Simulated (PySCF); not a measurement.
# MoNF₃: singlet, from a tetrahedral start

The task is one start of a wider search on MoNF₃: the singlet, from a tetrahedral start. It is relaxed, tested by its Hessian and followed downhill if it is a saddle.

Method: PBE, basis Mo def2-SVP with ECP28, N def2-SVP, F def2-SVP, scalar-relativistic core potentials, no spin–orbit coupling, density fitting; program: PySCF 2.14.0.

## Step 1: The starting structure

5 atoms, charge 0, spin multiplicity 1.

Bond lengths: Mo1–N2 1.810 Å, Mo1–F3 2.020 Å, Mo1–F4 2.020 Å, Mo1–F5 2.020 Å. Angles: N2–Mo1–F3 109.5°, N2–Mo1–F4 109.5°, N2–Mo1–F5 109.5°, F3–Mo1–F4 109.5°, F3–Mo1–F5 109.5°, F4–Mo1–F5 109.5°.

```xyz
5
charge 0 multiplicity 1
Mo    0.0000    0.0000    0.0000
N     0.0000   -1.4779   -1.0449
F     1.6494    0.0000    1.1661
F    -1.6494    0.0000    1.1661
F     0.0000    1.6494   -1.1661
```

## Step 2: Finding the electronic state

One driver script runs all steps and calls PySCF; scf.py shows how it sets up the SCF of each step. The optimiser is the driver's own. After this first run the driver tries any further starts and a stability analysis.

Input file scf.py:

```python
from pyscf import gto, scf, dft
mol = gto.M(atom='''
Mo     0.000000     0.000000     0.000000
N     -0.000000    -1.477900    -1.044900
F      1.649400     0.000000     1.166100
F     -1.649400     0.000000     1.166100
F      0.000000     1.649400    -1.166100''',
    basis={'Mo': 'def2-SVP', 'N': 'def2-SVP', 'F': 'def2-SVP'},
    ecp={'Mo': 'def2-SVP'},
    charge=0, spin=0)
mf = dft.RKS(mol, xc='PBE')
mf.grids.atom_grid = (50, 194)
aux = {'Mo': 'def2-universal-JKFIT', 'N': 'def2-universal-JKFIT', 'F': 'def2-universal-JKFIT'}
mf = mf.density_fit(auxbasis=aux)
mf.conv_tol = 1e-08
mf.diis_space = 10
mf.max_cycle = 60
mf.init_guess = 'minao'
mf.verbose = 4
mf.kernel()
```

Run with:

```
$ OMP_NUM_THREADS=2 python axn.py task.json out
```

What it wrote:

```text
init E= -414.249933780626
  HOMO = -0.514902032565356  LUMO = -0.374425125131373  gap/eV = 3.82257
cycle= 1 E= -421.503861427863  delta_E= -7.25  |g|= 1.54  |ddm|=  3.1
  HOMO = -0.217438250972225  LUMO = -0.204807217302899  gap/eV = 0.34371
cycle= 2 E= -411.293068062958  delta_E= 10.2  |g|= 5.94  |ddm|= 5.83
  HOMO = -0.283930973904114  LUMO = -0.135923027673143  gap/eV = 4.02750
cycle= 3 E= -421.634097073143  delta_E= -10.3  |g|= 1.22  |ddm|= 5.62
  HOMO = -0.271231798027765  LUMO = -0.194626155446198  gap/eV = 2.08455
cycle= 4 E= -421.714660909415  delta_E= -0.0806  |g|=  1.1  |ddm|= 1.48
  HOMO = -0.338697150596152  LUMO = -0.237685693755726  gap/eV = 2.74866
cycle= 5 E= -421.905062284434  delta_E= -0.19  |g|= 0.63  |ddm|= 1.19
  HOMO = -0.308029124374049  LUMO = -0.21195641566848  gap/eV = 2.61427
cycle= 6 E= -421.996617851262  delta_E= -0.0916  |g|= 0.121  |ddm|= 0.477
  HOMO = -0.307863163243559  LUMO = -0.211447103585148  gap/eV = 2.62361
cycle= 7 E= -421.998132374735  delta_E= -0.00151  |g|= 0.0821  |ddm|= 0.0332
  HOMO = -0.307546028665552  LUMO = -0.210191874640388  gap/eV = 2.64914
cycle= 8 E= -421.999158664078  delta_E= -0.00103  |g|= 0.0431  |ddm|= 0.0241
  HOMO = -0.30752931431482  LUMO = -0.209332398662691  gap/eV = 2.67207
cycle= 9 E= -421.999527157435  delta_E= -0.000368  |g|= 0.00842  |ddm|= 0.0214
  HOMO = -0.30761361495736  LUMO = -0.209329205227255  gap/eV = 2.67446
cycle= 10 E= -421.999537381855  delta_E= -1.02e-05  |g|= 0.00481  |ddm|= 0.00406
  HOMO = -0.307723027494867  LUMO = -0.20935041695569  gap/eV = 2.67686
cycle= 11 E= -421.999542019151  delta_E= -4.64e-06  |g|= 0.00141  |ddm|= 0.00239
  HOMO = -0.307742940456486  LUMO = -0.209341446051435  gap/eV = 2.67764
cycle= 12 E= -421.999542458776  delta_E= -4.4e-07  |g|= 0.000187  |ddm|= 0.000863
  HOMO = -0.307745010625478  LUMO = -0.209339575613883  gap/eV = 2.67775
cycle= 13 E= -421.999542465952  delta_E= -7.18e-09  |g|= 1.73e-05  |ddm|= 0.000103
  HOMO = -0.307744526736416  LUMO = -0.209335781900266  gap/eV = 2.67784
Extra cycle  E= -421.999542462682  delta_E= 3.27e-09  |g|= 0.000127  |ddm|= 8.53e-05
converged SCF energy = -421.999542462682
```

This step, with its further starts and checks, ran for 16 s (2 threads of Intel Xeon 6975P-C (Granite Rapids), shared host).

The starts that the driver tried:

```csv
start,energy (Eh)
the minimal-basis guess,-421.999542
a thermally smeared density,-421.999542
a smeared PBE density,-421.999542
```

No lower closed-shell solution turned up from the other starts or in the test of internal stability.

## Step 3: Relaxation: tetrahedral start, singlet

The program finds C3v symmetry in the start, which this walk keeps. Threshold on the gradient: 0.0003 Eh/bohr, with a further test on the energy change.

Edit scf.py of step 2 so:

```diff
@@ -3,5 +3,5 @@
-Mo     0.000000     0.000000     0.000000
-N     -0.000000    -1.477900    -1.044900
-F      1.649400     0.000000     1.166100
-F     -1.649400     0.000000     1.166100
-F      0.000000     1.649400    -1.166100''',
+Mo     0.000000    -0.062993    -0.044544
+N      0.000000    -1.540816    -1.089553
+F      1.649305    -0.063009     1.121690
+F     -1.649305    -0.063009     1.121690
+F      0.000000     1.586328    -1.210756''',
@@ -18 +17,0 @@
-mf.init_guess = 'minao'
```

Energy and gradient, step by step:

| step | energy (Eh) | change (kJ/mol) | largest symmetric gradient (Eh/bohr) |
| --- | --- | --- | --- |
| 0 | -421.999543 | 0.00 | 0.10906 |
| 1 | -422.059190 | -156.60 | 0.02342 |
| 2 | -422.064065 | -169.40 | 0.01103 |
| 3 | -422.064959 | -171.75 | 0.00167 |
| 4 | -422.064974 | -171.79 | 0.00027 |
| 5 | -422.064975 | -171.79 | 0.00009 |

The walk took 11 s.

It settles in C3v symmetry, 171.8 kJ/mol below the start, after 5 steps: Mo–F 1.853 Å (×3), Mo–N 1.641 Å; F–Mo–F 113.8° (×3), F–Mo–N 104.7° (×3).

## Step 4: Vibrations and properties at this point

On the finer grid the gradient is checked again; gradients at displacements of ±0.02 bohr then give force constants and infrared intensities.

Edit scf.py of step 3 so:

```diff
@@ -3,5 +3,5 @@
-Mo     0.000000    -0.062993    -0.044544
-N      0.000000    -1.540816    -1.089553
-F      1.649305    -0.063009     1.121690
-F     -1.649305    -0.063009     1.121690
-F      0.000000     1.586328    -1.210756''',
+Mo    -0.000000    -0.018881    -0.013352
+N     -0.000000    -1.358777    -0.960829
+F      1.552386    -0.151823     0.990355
+F     -1.552386    -0.151823     0.990355
+F     -0.000000     1.400593    -1.205029''',
@@ -12 +12 @@
-mf.grids.atom_grid = (50, 194)
+mf.grids.atom_grid = (75, 302)
@@ -15 +15 @@
-mf.conv_tol = 1e-08
+mf.conv_tol = 1e-10
```

This SCF starts from the last density.

Log of the central SCF (cycles and frontier levels):

```text
init E= -422.065148516173
  HOMO = -0.300820620229339  LUMO = -0.150210511510044  gap/eV = 4.09831
cycle= 1 E= -422.065148516159  delta_E= 1.39e-11  |g|= 8.07e-06  |ddm|= 7.6e-06
  HOMO = -0.300821357623521  LUMO = -0.150212126712443  gap/eV = 4.09829
Extra cycle  E= -422.065148515962  delta_E= 1.97e-10  |g|= 3.26e-05  |ddm|= 2.59e-05
converged SCF energy = -422.065148515962
```

The whole step took 34 s.

Geometry: C3v; Mo–F 1.853 Å (×3), Mo–N 1.641 Å; F–Mo–F 113.8° (×3), F–Mo–N 104.7° (×3).

Harmonic modes (main isotopes):

```tsv
symmetry	ω (cm⁻¹)	IR (km/mol)
e	201	12.3
a1	227	8.9
e	328	12.7
a1	677	35.7
e	713	252
a1	1136	48.9
```

No imaginary mode, so this is a minimum.

Constants and moments:

```
Dipole moment                                                   : 1.56 D
Highest occupied level                                          : -8.19 eV
Lowest empty level                                              : -4.09 eV
Rotational constants                                            : 0.1189, 0.1189, 0.09205 cm⁻¹
Zero-point energy                                               : 27.1 kJ/mol
Principal polarisabilities                                      : 33.2, 33.2, 40.3 bohr³
Atomisation energy without zero-point energy                    : 2304 kJ/mol
Principal traceless quadrupole moments about the centre of mass : -0.16, 0.08, 0.08 D Å
Entropy at 298.15 K and 1 bar                                   : 315.5 J/(mol K)
Heat capacity Cp at 298.15 K                                    : 81.2 J/(mol K)
Enthalpy at 298.15 K above 0 K                                  : 17.19 kJ/mol
Rotational symmetry number                                      : 3
```

Charges (e) and bond orders:

```
  atom  Mulliken  Löwdin  polar tensor  Mayer order to Mo1
   Mo1      1.02    0.26          2.03                   –
    N2     -0.17    0.02         -0.44                2.85
F3,4,5     -0.28   -0.09         -0.53                1.09
```

Outer orbital energies (eV). occupied: -11.69, -10.89, -10.72, -10.72, -10.57, -8.28, -8.28, -8.19; empty: -4.09, -4.09, -2.05, -2.05.

Mulliken populations on Mo1 (outside its core potential): s 2.23, p 6.52, d 4.13, f 0.09.

## Step 5: Would spin polarisation lower it?

At the lowest minimum the closed shell is tested against spin polarisation, on the (50, 194) grid. It is stable.

## Step 6: Density, ELF and potential

The plane holds Mo1 at (0.00, 0.00), N2 at (1.64, 0.00), F3 at (-0.47, 1.79) Å. Columns run from x = -2.55 to 4.05 Å, rows from y = 4.05 (top) to -1.95 Å, in steps of 0.3 Å. Electrons inside core potentials are absent.

Density (cut at 5 e/Å³):

Ten steps from '0' (0.000 e/Å³) to '9' (5.000 e/Å³), finer at the low end (step k begins (100^(k/10) - 1)/99 of the way up):
```
00000000000000000000000
00000000000000000000000
00000000000000000000000
00000000000000000000000
00000122210000000000000
00002356532000000000000
00013689853100000000000
00024899974200000000000
00024899974210000000000
00013699864221111000000
00012467654333332100000
00012356776555654210000
00012469999778876310000
00012489559889997420000
00012489559889997420000
00002469999778876310000
00001246776555654210000
00001123443333332100000
00000112211111111000000
00000001100000000000000
00000000000000000000000
```

ELF (0 where the density is under 0.005 e/Å³):

Ten even steps from '0' (0.00) to '9' (0.93):
```
00000000000000000000000
00000000000000000000000
00000000000000000000000
00000112210000000000000
00002345432000000000000
00024678864100000000000
00136899985200000000000
00147971896200000000000
00147972785100121100000
00036898862112444310000
00013455311146777531000
00000113554368898753000
00001258888478699974100
00001488008572849974200
00001488008572849974200
00001268998478699974100
00000125774268898753000
00000001111147777541000
00000000000134554310000
00000000000012222100000
00000000000000000000000
```

Lowest empty orbital at -4.09 eV (sign arbitrary; one member if degenerate):

Ten even steps from '0' (-0.94 Å^-3/2) to '9' (0.50 Å^-3/2):
```
66666666666666666666666
66666666666666666666666
66666666666666666666666
66666666666666666666666
66666666666666666666666
66666555666666666666666
66666545666666666666666
66666534776666666666666
66666669976666666666666
66666678766666666666666
66666666545566666666666
66666665323567777666666
66666665202467877666666
66666666644567876666666
66666655567665456666666
66666542146655455666666
66666543234555555666666
66666544345555556666666
66666555455556666666666
66666655555566666666666
66666666666666666666666
```

Values on the line from Mo1 (at 0) through N2 (at 1.641 Å):

```
distance (Å)  density (e/Å³)    ELF  electrostatic potential (V)
        0.74            2.85  0.524                         46.7
        0.90            2.21  0.538                         29.7
        1.07            2.54   0.73                         32.8
        1.23            3.49  0.617                         63.9
        1.39             6.3  0.101                          169
        1.56             166  0.998                          837
        1.81            23.4  0.601                          318
        1.97            4.03  0.342                         96.8
        2.13            2.38  0.887                           36
        2.30            1.26  0.938                         13.4
        2.46           0.625  0.929                         4.56
        2.63           0.291  0.888                         1.03
```

Making the fields ran for 2.3 s (2 threads of Intel Xeon 6975P-C (Granite Rapids), shared host).

## Step 7: Outcome

| quantity | value |
| --- | --- |
| minimum | singlet, C3v |
| geometry | Mo–F 1.853 Å (×3), Mo–N 1.641 Å; F–Mo–F 113.8° (×3), F–Mo–N 104.7° (×3) |
| wavenumbers (cm⁻¹) | 201 (e), 227 (a1), 328 (e), 677 (a1), 713 (e), 1136 (a1) |
| dipole moment | 1.56 D |
| highest occupied, lowest empty level | -8.19, -4.09 eV |
| polar-tensor charge of Mo1 | +2.03 e |
| zero-point energy | 27.1 kJ/mol |
| entropy at 298.15 K | 315.5 J/(mol K) |
| atomisation energy (no zero-point energy) | 2304 kJ/mol |

What this shows: The tetrahedral start keeps its C3v symmetry and ends in a minimum. The strongest infrared band lies at 713 cm⁻¹ (e, stretch). Only this shape and spin were tried, so other structures or states may lie lower.

The search up to here took 64 s.
